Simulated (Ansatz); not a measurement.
# CH₆BFGeS: up Jacob's ladder to CCSD(T)

The task here is to estimate one member of a computed series from the others.

The runs use Ansatz 0.2.0, Gaussian basis; functionals in def2-TZVPP, the program's frozen cores in correlated methods.

The runs, in order: PBE-D4, r2SCAN-D4, PBE0-D4, B3LYP-D4, ωB97X-V, ωB97M-V, B2PLYP; CCSD(T)/def2-TZVPP; MP2/def2-QZVPP; extrapolation to the limit.

### Structure used throughout

An earlier PBE0-D4 in a triple-zeta def2 set relaxation fixed the geometry.

SMILES `BS[CH](F)[GeH3]`, 11 atoms, charge 0, spin multiplicity 1.

Atoms are counted from 1 here; the program's logs count them from 0.

Bond lengths: B1–S2 1.760 Å, B1–H6 1.192 Å, B1–H7 1.193 Å, S2–C3 1.811 Å, C3–F4 1.382 Å, C3–Ge5 1.987 Å, C3–H8 1.092 Å, Ge5–H9 1.535 Å, Ge5–H10 1.533 Å, Ge5–H11 1.535 Å. Angles: S2–B1–H6 116.3°, S2–B1–H7 120.6°, H6–B1–H7 123.1°, B1–S2–C3 104.3°, S2–C3–F4 109.8°, S2–C3–Ge5 110.9°, S2–C3–H8 107.7°, F4–C3–Ge5 109.1°, F4–C3–H8 108.0°, Ge5–C3–H8 111.3°, C3–Ge5–H9 108.2°, C3–Ge5–H10 108.5°, C3–Ge5–H11 108.0°, H9–Ge5–H10 110.8°, H9–Ge5–H11 110.6°, H10–Ge5–H11 110.6°.

Coordinates:

```xyz
11

B    -1.7710    1.6627    0.5706
S    -0.8333    0.2920    1.1520
C     0.5869    0.2157    0.0316
F     1.6978    0.7608    0.6476
Ge    0.9835   -1.6620   -0.4849
H    -2.7801    1.8990    1.1589
H    -1.4037    2.2933   -0.3728
H     0.3528    0.8266   -0.8428
H     2.2811   -1.6695   -1.3041
H     1.1408   -2.4950    0.7923
H    -0.1894   -2.1805   -1.3279
```

Set-up of the first run:

in.yaml

```yaml
crystal:
  periodic: [false, false, false]
  atoms:
    - {symbol: B, position_ang: [-1.771024, 1.662714, 0.570617]}
    - {symbol: S, position_ang: [-0.833340, 0.291989, 1.152012]}
    - {symbol: C, position_ang: [0.586913, 0.215691, 0.031611]}
    - {symbol: F, position_ang: [1.697807, 0.760781, 0.647619]}
    - {symbol: Ge, position_ang: [0.983489, -1.661962, -0.484872]}
    - {symbol: H, position_ang: [-2.780124, 1.898975, 1.158931]}
    - {symbol: H, position_ang: [-1.403656, 2.293321, -0.372833]}
    - {symbol: H, position_ang: [0.352793, 0.826580, -0.842822]}
    - {symbol: H, position_ang: [2.281144, -1.669477, -1.304090]}
    - {symbol: H, position_ang: [1.140753, -2.495010, 0.792348]}
    - {symbol: H, position_ang: [-0.189352, -2.180502, -1.327920]}
basis:
  gaussian: {orbitals: def2-TZVPP}
hamiltonian: {xc: pbe, dispersion: d4}
output: {forces: true, orbitals: {seedname: orbitals}}
```

Launch:

```console
ansatz run in.yaml --threads 4 --pin off --events-out ev --progress --plain --max-ram 10444MiB
```

Steps of the session up to this table: PBE-D4 (GGA); r2SCAN-D4 (meta-GGA); PBE0-D4 (hybrid); B3LYP-D4 (hybrid); ωB97X-V (range-separated); ωB97M-V (range-separated); B2PLYP (double hybrid); CCSD(T) in def2-TZVPP; MP2 in def2-QZVPP.

One table of the session follows, with a row left open; its other results are not shown here.

| method | atomisation energy (kcal/mol) |
| --- | --- |
| PBE-D4 | 866.3 |
| r2SCAN-D4 | 858.1 |
| PBE0-D4 | 852.1 |
| B3LYP-D4 | 849.7 |
| ωB97X-V | 857.3 |
| ωB97M-V | 853.4 |
| B2PLYP | 840.4 |
| HF/def2-TZVPP | 619.7 |
| MP2/def2-TZVPP | 841.7 |
| CCSD/def2-TZVPP | ? |
| CCSD(T)/def2-TZVPP | 831.7 |
| MP2/CBS | 861.4 |
| CCSD(T)/CBS | 851.4 |

Q: Estimate the row for CCSD/def2-TZVPP from the others.

**Answer.** atomisation energy (kcal/mol): 818.2. In the column «atomisation energy (kcal/mol)» it lies between HF/def2-TZVPP (619.7) and CCSD(T)/def2-TZVPP (831.7).

Among the levels timed on like hardware and quicker than the yardstick, those that no quicker one beats, quickest first: PBE-D4 (3.2 s, +14.9 kcal/mol); PBE0-D4 (4.5 s, +0.7 kcal/mol).

B2PLYP carry no dispersion term (for B3LYP, D4 adds 9.5 kcal/mol).
